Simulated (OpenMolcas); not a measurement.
**Ru⁴⁺ with 6 ligands (bromide): CASSCF and CASPT2 levels and susceptibility**

Which state of Ru⁴⁺ lies lowest among these ligands, how large is the field, and what χT follows?

Method: state-averaged CASSCF and CASPT2, spin-orbit coupling by RASSI with atomic mean-field integrals. Code: OpenMolcas 26.06.

## (1) Starting point

```
Species                           : Ru⁴⁺ (ruthenium, Z = 44, 40 electrons)
Basis                             : ANO-RCC-VTZP [7s6p4d2f1g], 230 functions with the ligands
Scalar Hamiltonian                : DKH2, point nucleus
Inactive shells                   : 1s 2s 2p 3s 3p 3d 4s 4p of the metal, and all ligand shells
Active space                      : 4 electrons in 5 orbitals (4d)
Some configurations of this space : 4d⁴
Orbitals                          : optimised for each spin and parity, averaged over all roots
```

The outer shells:

4d4
```
4d [↑ ][↑ ][↑ ][↑ ][  ]
```

Ru⁴⁺ is taken with 6 ligands (bromide) in octahedron coordination (Oh) at 2.53 Å. A charge of +0.333 e stands 3.2 Å behind each ligand. Ligand basis ANO-RCC-VDZP. The distances are assumed, not relaxed.

```xyz
7

Ru    0.0000    0.0000    0.0000
Br    2.5300    0.0000    0.0000
Br    0.0000    2.5300    0.0000
Br   -2.5300    0.0000    0.0000
Br    0.0000   -2.5300    0.0000
Br    0.0000    0.0000    2.5300
Br    0.0000    0.0000   -2.5300
```

The work runs as a chain of OpenMolcas steps in one folder; each step below is one input file. Labels, J, g values, rates, χT and fits are worked out afterwards by a script from the matrices that RASSI stores. The input lists half of the charges; inversion (Group=XYZ) makes the rest.

## (2) GATEWAY and SEWARD: basis and integrals

a.inp

```
&GATEWAY
Coord
7

Ru 0.0 0.0 0.0
Br 2.530000 0.000000 0.000000
Br 0.000000 2.530000 0.000000
Br -2.530000 0.000000 0.000000
Br 0.000000 -2.530000 0.000000
Br 0.000000 0.000000 2.530000
Br 0.000000 0.000000 -2.530000
Basis=Ru.ANO-RCC-VTZP,Br.ANO-RCC-VDZP
Group=XYZ
NoMove
AngMom=0.0 0.0 0.0
AMFI
RICD
XField
3 Angstrom 0
5.730000 0.000000 0.000000 0.333333
0.000000 5.730000 0.000000 0.333333
0.000000 0.000000 5.730000 0.333333
&SEWARD
```

Run with:

```sh
$ OMP_NUM_THREADS=1 MOLCAS_MEM=3686 MOLCAS_PROJECT=a pymolcas a.inp > a.log
```

## (3) Reference wave functions, quintets of even parity, 5 roots

a.inp

```
&RASSCF
FileOrb=start.orb
Symmetry=1
Spin=5
nActEl=4 0 0
Inactive=63 63
Ras2=5 0
CIRoot=5 5 1
SDav=5
CIMx=300
Iter=150 100
PrWF=0.3
OrbListing=Nothing
MaxOrb=0
LevShft=1.0
>>> COPY $Project.JobIph JOB001
```

start.orb holds start orbitals that the driver prepared beforehand, or those of the step before.

## (4) Reference wave functions, triplets of even parity, 45 roots

a.inp

```
&RASSCF
FileOrb=start.orb
Symmetry=1
Spin=3
nActEl=4 0 0
Inactive=63 63
Ras2=5 0
CIRoot=45 45 1
SDav=45
CIMx=300
Iter=150 100
PrWF=0.3
OrbListing=Nothing
MaxOrb=0
LevShft=1.0
>>> COPY $Project.JobIph JOB002
```

## (5) Reference wave functions, singlets of even parity, 50 roots

a.inp

```
&RASSCF
FileOrb=start.orb
Symmetry=1
Spin=1
nActEl=4 0 0
Inactive=63 63
Ras2=5 0
CIRoot=50 50 1
SDav=50
CIMx=300
Iter=150 100
PrWF=0.3
OrbListing=Nothing
MaxOrb=0
LevShft=1.0
>>> COPY $Project.JobIph JOB003
```

## (6) State interaction with spin-orbit coupling

a.inp

```
&RASSI
NrOfJobIphs=3 5 45 50
1 2 3 4 5
1 2 3 4 5 6 7 8 9 10 11 12 13 14 15 16 17 18 19 20 21 22 23 24 25 26 27
28 29 30 31 32 33 34 35 36 37 38 39 40 41 42 43 44 45
1 2 3 4 5 6 7 8 9 10 11 12 13 14 15 16 17 18 19 20 21 22 23 24 25 26 27
28 29 30 31 32 33 34 35 36 37 38 39 40 41 42 43 44 45 46 47 48 49 50
IphNames
JOB001
JOB002
JOB003
EJob
SpinOrbit
DIPRint=1.0
SOCoupling=1000.0
Subsets=2
Property=9
'ANGMOM' 1 'ANGMOM' 2 'ANGMOM' 3 'MLTPL  1' 1 'MLTPL  1' 2 'MLTPL  1' 3
'AMFI' 1 'AMFI' 2 'AMFI' 3
SOProperty=3
'ANGMOM' 1 'ANGMOM' 2 'ANGMOM' 3
```

## (7) CASPT2: IPEA 0.25, imaginary shift 0.1 (84 orbitals frozen, the lowest in energy)

a.inp

```
>>> COPY JOB001 $Project.JobIph
&CASPT2
Multistate=5 1 2 3 4 5
NoMult
Frozen=36 48
IPEA=0.25
Imaginary=0.1
MaxIter=60
WThr=0.0 0.3 0.05
PrWF=0.5
NoMix
>>> COPY JOB002 $Project.JobIph
&CASPT2
Multistate=45 1 2 3 4 5 6 7 8 9 10 11 12 13 14 15 16 17 18 19 20 21 22
23 24 25 26 27 28 29 30 31 32 33 34 35 36 37 38 39 40 41 42 43 44 45
NoMult
Frozen=36 48
IPEA=0.25
Imaginary=0.1
MaxIter=60
WThr=0.0 0.3 0.05
PrWF=0.5
NoMix
>>> COPY JOB003 $Project.JobIph
&CASPT2
Multistate=50 1 2 3 4 5 6 7 8 9 10 11 12 13 14 15 16 17 18 19 20 21 22
23 24 25 26 27 28 29 30 31 32 33 34 35 36 37 38 39 40 41 42 43 44 45 46
47 48 49 50
NoMult
Frozen=36 48
IPEA=0.25
Imaginary=0.1
MaxIter=60
WThr=0.0 0.3 0.05
PrWF=0.5
NoMix
```

(Steps that only read results are left out.)

What does the calculation give? Wanted: spin-free ground state; first state of the same spin within the active space; lowest level; next level.

As calculated:

| quantity | value |
| --- | --- |
| method | SS-CASPT2, IPEA 0.25, imaginary shift 0.1 (84 orbitals frozen, the lowest in energy) |
| spin-free ground state | triplet, 3-fold in its orbital part |
| first state of the same spin within the active space | 3E at 18300 cm⁻¹ |
| lowest level | 1-fold |
| next level | 795.5 cm⁻¹ |
| χT at 300 K | 1.03 cm³ K/mol |
| effective moment at 300 K | 2.87 μB |

Cost by method:

| method | time of its own steps | time with the reference |
| --- | --- | --- |
| A. CASSCF | 3.6 min | 3.6 min |
| B. SS-CASPT2, IPEA 0.25, imaginary shift 0.1 (84 orbitals frozen, the lowest in energy) | 23 min | 27 min |

Times are of one thread on a shared host.

What this shows: The spin-free ground state (triplet) is 3-fold and has less than the highest spin computed. χT at 300 K is 1.03, against 1.00 cm³ K/mol for the spin alone; near agreement at one temperature doesn't show that the orbital moment is quenched. CASPT2 does not keep the components of a term degenerate, and the means are used. The frozen orbitals are chosen by energy, so an outer shell of the metal can be frozen while a deeper shell elsewhere is correlated. With metal d orbitals alone active, the gaps between spin states are rough; where two lie within a few thousand cm-1, their order is open. The bonds are covalent and no ligand orbital is active, so the numbers are rough.
